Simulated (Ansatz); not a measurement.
# CH4BF2GaN2: basis-set convergence

An exercise on one series of results from a longer session: the logs are not shown, and one member is left open.

Computed with Ansatz 0.2.0, Gaussian basis. Level: one geometry, several basis sets.

Plan: PBE0-D4/def2-SVP; ωB97M-V/def2-SVP; PBE0-D4/def2-QZVPP; ωB97M-V/def2-QZVPP; the functionals' def2-TZVPP values are taken from earlier runs.

## Structure used throughout

An earlier PBE0-D4 in a triple-zeta def2 set relaxation fixed the geometry.

11 atoms, charge 0, spin multiplicity 1.

Atoms are counted from 1 here; the program's logs count them from 0.

Bond lengths: N1–Ga2 1.796 Å, N1–H8 1.005 Å, N1–H9 1.005 Å, Ga2–F3 1.765 Å, Ga2–C4 1.950 Å, C4–F5 1.406 Å, C4–B6 1.561 Å, C4–N7 1.425 Å, B6–N7 1.347 Å, B6–H10 1.180 Å, N7–H11 1.006 Å. Angles: Ga2–N1–H8 123.8°, Ga2–N1–H9 122.9°, H8–N1–H9 113.1°, N1–Ga2–F3 113.7°, N1–Ga2–C4 131.1°, F3–Ga2–C4 115.2°, Ga2–C4–F5 110.4°, Ga2–C4–B6 128.4°, Ga2–C4–N7 123.3°, F5–C4–B6 116.3°, F5–C4–N7 113.4°, B6–C4–N7 53.4°, C4–B6–N7 58.1°, C4–B6–H10 155.7°, N7–B6–H10 146.1°, C4–N7–B6 68.5°, C4–N7–H11 134.9°, B6–N7–H11 156.5°.

Set-up of the first run:

File in.yaml:

```yaml
crystal:
  periodic: [false, false, false]
  atoms:
    - {symbol: N, position_ang: [-0.225612, -2.238916, -1.311224]}
    - {symbol: Ga, position_ang: [0.406011, -0.904064, -0.288250]}
    - {symbol: F, position_ang: [2.087517, -1.122007, 0.201465]}
    - {symbol: C, position_ang: [-0.414126, 0.770144, 0.282567]}
    - {symbol: F, position_ang: [-1.805060, 0.727803, 0.083409]}
    - {symbol: B, position_ang: [0.231372, 2.189320, 0.362390]}
    - {symbol: N, position_ang: [-0.032282, 1.464551, 1.467188]}
    - {symbol: H, position_ang: [-1.173981, -2.292158, -1.638304]}
    - {symbol: H, position_ang: [0.317695, -3.051982, -1.543467]}
    - {symbol: H, position_ang: [0.641596, 3.210087, -0.065081]}
    - {symbol: H, position_ang: [-0.033140, 1.247222, 2.449319]}
basis:
  gaussian: {orbitals: def2-SVP}
hamiltonian: {xc: pbe0, dispersion: d4}
output: {orbitals: {seedname: orbitals}}
```

The run is started by

```console
$ ansatz run in.yaml --threads 2 --pin off --events-out ev --progress --plain --max-ram 32768MiB --backend cpu
```

Steps of the session up to this table: PBE0-D4 in def2-SVP; ωB97M-V in def2-SVP; PBE0-D4 in def2-QZVPP; ωB97M-V in def2-QZVPP.

One table of the session follows, with a row left open; its other results are not shown here.

```
functional       basis  HOMO (eV)
   PBE0-D4    def2-SVP      -7.38
   PBE0-D4  def2-TZVPP      -7.55
   PBE0-D4  def2-QZVPP      -7.60
   ωB97M-V    def2-SVP      -9.68
   ωB97M-V  def2-TZVPP          ?
   ωB97M-V  def2-QZVPP      -9.90
```

Estimate the missing values for ωB97M-V, def2-TZVPP.

The run gave: HOMO (eV): -9.85. In the column «HOMO (eV)» it lies between ωB97M-V, def2-QZVPP (-9.90) and ωB97M-V, def2-SVP (-9.68).
